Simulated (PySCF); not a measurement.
**The bond of CaBi+, level by level**

One table from this session's results is given with a row withheld; the runs are named, their logs left out.

Computed with PySCF 2.14.0. Level: Ca def2-SVPD, Bi def2-SVPD with ECP60, scalar-relativistic core potentials.

Set-up of the first run:

The job is set up so:

* atoms: Ca, Bi
* charge: 1
* basis: Ca def2-SVPD, Bi def2-SVPD with ECP60
* Hamiltonian: scalar-relativistic core potentials
* basis functions: 59
* electrons treated: 42
* masses in u: 39.9626, 208.9804
* levels: PBE0, PBE, r²SCAN, BHandHLYP, PBEsol, r²SCAN0, HF, MP2, SCS-MP2, CCSD, CCSD(T)
* grid: 80 radial by 434 angular points
* occupations: held fixed by the projection of orbital angular momentum
* dissociation limit: Ca+ + Bi, each in its ground configuration
* starting distance in angstrom: 3.150
* values of 2S to try: 0, 2, 4

Run with:

```
$ OMP_NUM_THREADS=1 python dia.py task.json out
```

Steps of the session up to this table: Set-up; First curve: PBE0; Higher solutions at PBE0; PBE (GGA); r²SCAN; BHandHLYP (global hybrid GGA); PBEsol; r²SCAN0 (hybrid meta-GGA); ROHF (mean field); Adding correlation.

One of the session's tables, all rows but one given; the rest of the session is left out.

| level | Re (Å) | ωe (cm⁻¹) | De (eV) |
| --- | --- | --- | --- |
| ROHF | 3.139 | 179.4 | 0.109 |
| ROHF-MP2 | 3.150 | 172.3 | 0.76 |
| ROHF-SCS-MP2 | 3.168 | 166.5 | 0.76 |
| ROHF-CCSD | 3.209 | 150.0 | 0.86 |
| ROHF-CCSD(T) | 3.220 | 146.9 | 0.94 |
| PBE | 3.045 | 191.0 | 1.74 |
| PBEsol | 3.014 | 198.2 | 1.84 |
| r²SCAN | 3.043 | 194.9 | 1.50 |
| PBE0 | ? | ? | ? |
| r²SCAN0 | 3.046 | 190.8 | 1.34 |
| BHandHLYP | 3.071 | 184.0 | 1.29 |

**Question.** Estimate the row for PBE0.

The run gave: Re (Å): 3.044; ωe (cm⁻¹): 190.8; De (eV): 1.48. In the column «Re (Å)» it lies between r²SCAN (3.043) and PBE (3.045).

De is counted to Ca+ + Bi in their ground configurations.
